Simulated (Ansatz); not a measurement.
**COPd: geometry and frequencies at several levels**

Wanted for COPd: geometry and frequencies at several levels.

Program: Ansatz 0.2.0. Level of theory: the levels named in each step. These are calculated values, not measurements.

## 1. The starting structure

Bond lengths: O1–C2 1.139 Å, C2–Pd3 1.870 Å. Angles: O1–C2–Pd3 180.0°.

Coordinates:

```xyz
3

O     0.0000    0.0000   -1.3823
C     0.0000    0.0000   -0.2437
Pd    0.0000    0.0000    1.6260
```

## 2. A rough first relaxation, PBE-D4/def2-SVP

Contents of input.yaml:

```yaml
crystal:
  periodic: [false, false, false]
  atoms:
    - { symbol: O, position_ang: [0.0, 0.0, -1.38234] }
    - { symbol: C, position_ang: [0.0, 0.0, -0.24365] }
    - { symbol: Pd, position_ang: [0.0, 0.0, 1.62599] }
basis:
  gaussian: { orbitals: def2-SVP }
hamiltonian:
  xc: pbe
  dispersion: d4
relax:
  f_tol: 0.03
  max_steps: 200
```

Started as:

```console
> ansatz run input.yaml --threads 2 --pin off --max-ram 5120MiB --backend cpu --events-out ev --progress --plain --runs-dir out
```

Further steps of the session: Relaxation, HF/def2-SVP; Frequencies, HF/def2-SVP; Relaxation, LDA/def2-SVP; Frequencies, LDA/def2-SVP; Relaxation, PBE-D4/def2-SVP; Frequencies, PBE-D4/def2-SVP.

Q: Predict the outcome of this session. Wanted: O1–C2 at PBE-D4/def2-SVP; C2–Pd3 at PBE-D4/def2-SVP; frequencies at PBE-D4/def2-SVP.

**Answer**, as computed:

| quantity | value |
| --- | --- |
| O1–C2 at PBE-D4/def2-SVP | 1.161 Å |
| C2–Pd3 at PBE-D4/def2-SVP | 1.825 Å |
| frequencies at PBE-D4/def2-SVP | 270 to 2066 cm⁻¹ |

In words: The O–C distance spreads over 0.050 Å, from HF/def2-SVP (shortest) to PBE-D4/def2-SVP. No mode is imaginary, so the geometry is a minimum. Heavy atoms carry effective core potentials in def2 sets, and spin-orbit coupling is left out.
